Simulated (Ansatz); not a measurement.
# C₂H₇BSe: small, medium and large basis sets

One table from this session's results is given with a row withheld; the runs are named, their logs left out.

Method: one geometry, several basis sets; program: Ansatz 0.2.0, Gaussian basis.

Levels to be run: PBE0-D4/def2-SVP; ωB97M-V/def2-SVP; PBE0-D4/def2-QZVPP; ωB97M-V/def2-QZVPP; the functionals' def2-TZVPP values are taken from earlier runs.

**The relaxed structure**

The geometry comes from an earlier relaxation with PBE0-D4 in a triple-zeta def2 set; it is a stationary point, not always the lowest conformer.

11 atoms, charge 0, spin multiplicity 1.

Atoms are counted from 1 here; the program's logs count them from 0.

Bond lengths: C1–B2 1.572 Å, C1–H5 1.094 Å, C1–H6 1.099 Å, C1–H7 1.092 Å, B2–C3 1.553 Å, B2–H8 1.201 Å, C3–Se4 1.992 Å, C3–H9 1.089 Å, C3–H10 1.086 Å, Se4–H11 1.467 Å. Angles: B2–C1–H5 114.3°, B2–C1–H6 107.5°, B2–C1–H7 113.1°, H5–C1–H6 106.8°, H5–C1–H7 108.5°, H6–C1–H7 106.2°, C1–B2–C3 121.9°, C1–B2–H8 120.5°, C3–B2–H8 117.1°, B2–C3–Se4 82.0°, B2–C3–H9 119.5°, B2–C3–H10 122.3°, Se4–C3–H9 105.7°, Se4–C3–H10 108.5°, H9–C3–H10 111.7°, C3–Se4–H11 95.3°.

Set-up of the first run:

Contents of in.yaml:

```yaml
crystal:
  periodic: [false, false, false]
  atoms:
    - {symbol: C, position_ang: [-0.074986, 1.393071, -0.724510]}
    - {symbol: B, position_ang: [0.528292, 0.131969, -0.004537]}
    - {symbol: C, position_ang: [-0.254789, -0.641626, 1.090484]}
    - {symbol: Se, position_ang: [-0.708898, -1.815088, -0.454087]}
    - {symbol: H, position_ang: [-1.162915, 1.477868, -0.646334]}
    - {symbol: H, position_ang: [0.348209, 2.283289, -0.239608]}
    - {symbol: H, position_ang: [0.202758, 1.459366, -1.778684]}
    - {symbol: H, position_ang: [1.671569, -0.186866, -0.189312]}
    - {symbol: H, position_ang: [-1.203642, -0.246831, 1.450192]}
    - {symbol: H, position_ang: [0.242693, -1.242577, 1.845286]}
    - {symbol: H, position_ang: [0.477111, -2.669674, -0.328290]}
basis:
  gaussian: {orbitals: def2-SVP}
hamiltonian: {xc: pbe0, dispersion: d4}
output: {orbitals: {seedname: orbitals}}
```

Command:

```bash
$ ansatz run in.yaml --threads 4 --pin off --events-out ev --progress --plain --max-ram 10444MiB
```

Among the steps run: PBE0-D4 in def2-SVP; ωB97M-V in def2-SVP; PBE0-D4 in def2-QZVPP; ωB97M-V in def2-QZVPP.

One of the session's tables, all rows but one given; the rest of the session is left out.

It belongs to the step «Density functionals: the series». 

| functional | basis | HOMO (eV) | LUMO (eV) |
| --- | --- | --- | --- |
| PBE0-D4 | def2-SVP | -7.15 | -0.12 |
| PBE0-D4 | def2-TZVPP | -7.21 | -0.39 |
| PBE0-D4 | def2-QZVPP | ? | ? |
| ωB97M-V | def2-SVP | -9.26 | 1.90 |
| ωB97M-V | def2-TZVPP | -9.34 | 1.41 |
| ωB97M-V | def2-QZVPP | -9.34 | 1.20 |

**Question.** Estimate the row for PBE0-D4, def2-QZVPP.

The run gave: HOMO (eV): -7.22; LUMO (eV): -0.46. In the column «HOMO (eV)» it lies between ωB97M-V, def2-SVP (-9.26) and PBE0-D4, def2-TZVPP (-7.21).
